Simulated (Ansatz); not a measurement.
**GeNH4 (quartet): from Hartree-Fock to the top rungs at distance Ge1–H5 along a hydrogen transfer = 1.816 Å, cc-pVDZ**

One table from this session's results is given with a row withheld; the runs are named, their logs left out.

Program: Ansatz 0.2.0, Gaussian basis. Level of theory: cc-pVDZ, core rule «outside noble gas», up to 15 orbitals frozen. These are calculated values, not measurements.

To be run: UHF; CCSD(T) on ROHF; CCSD(T) on UHF; BCCD(T) on ROHF; CISD; CCSDT(Q) on ROHF; CCSDT(Q) on UHF; CASSCF and MRCISD+Q, 5 electrons in 5 orbitals; CASSCF and NEVPT2, 5 electrons in 5 orbitals.

10 further runs of the same task are left out: 2 for a mislabelled method, 8 that didn't finish.

### The geometry

The geometry derives from fragments relaxed apart (PBE0/def2-TZVP) and kept rigid, so it is no stationary point. A hydrogen atom is moved between rigid fragments. No spin-orbit coupling is included. The filled d shell of Ge may be among the frozen orbitals whatever the setting's name suggests; the logs give the count.

6 atoms, charge 0, spin multiplicity 4.

Atoms are counted from 1 here; the program's logs count them from 0.

Bond lengths: Ge1–H2 1.534 Å, Ge1–H3 1.534 Å, Ge1–H4 1.534 Å, Ge1–H5 1.816 Å, H5–N6 1.153 Å. Angles: H2–Ge1–H3 109.5°, H2–Ge1–H4 109.5°, H2–Ge1–H5 109.5°, H3–Ge1–H4 109.5°, H3–Ge1–H5 109.5°, H4–Ge1–H5 109.5°, Ge1–H5–N6 180.0°.

The first run:

Input file in.yaml:

```yaml
crystal:
  periodic: [false, false, false]
  atoms:
    - {symbol: Ge, position_ang: [-0.461739, 0.000000, 0.000000]}
    - {symbol: H, position_ang: [-0.973189, 1.446599, 0.000000]}
    - {symbol: H, position_ang: [-0.973189, -0.723300, 1.252792]}
    - {symbol: H, position_ang: [-0.973189, -0.723299, -1.252792]}
    - {symbol: H, position_ang: [1.354261, 0.000000, 0.000000]}
    - {symbol: N, position_ang: [2.507261, 0.000000, 0.000000]}
basis:
  gaussian: {orbitals: cc-pVDZ}
magnetization: {spin_polarized: true, initial_magnetization: 3}
hamiltonian: {xc: hf}
output: {orbitals: {seedname: orbitals}}
```

On the command line:

```sh
ansatz run in.yaml --threads 1 --pin off --events-out ev --progress --plain --max-ram 2393MiB
```

Steps of the session up to this table: UHF; CCSD(T) on ROHF; CCSD(T) on UHF; BCCD(T) on ROHF; CISD; CCSDT(Q) on ROHF; CCSDT(Q) on UHF; CASSCF and MRCISD+Q, 5 electrons in 5 orbitals; CASSCF and NEVPT2, 5 electrons in 5 orbitals.

One of the session's tables, all rows but one given; the rest of the session is left out.

```
   method  from UCCSDT(Q) (kcal/mol)
     ROHF                    +169.24
      UHF                    +160.36
     RMP2                     +31.80
     UMP2                     +32.83
     CISD                     +16.80
    RCCSD                          ?
    UCCSD                      +3.83
 RCCSD(T)                      +0.87
 UCCSD(T)                      +0.80
  BCCD(T)                      +0.87
   RCCSDT                      +0.25
   UCCSDT                      +0.15
RCCSDT(Q)                      +0.09
UCCSDT(Q)                          0
```

Q: Estimate the row for RCCSD from the others.

The run gave: from UCCSDT(Q) (kcal/mol): +4.06. In the column «from UCCSDT(Q) (kcal/mol)» it lies between UCCSD (+3.83) and CISD (+16.80).

Left out of the table: CASSCF pair, NEVPT2 pair, MRCISD pair, MRCISD+Q pair (the active space lost an orbital or holds another state than full CI finds).

Limits of these values: Restricted and unrestricted rows rest on different reference determinants; where their highest levels disagree by more than a few hundredths of an eV, they describe different states and don't form one ladder. Warnings in the runs' records: passed over end.
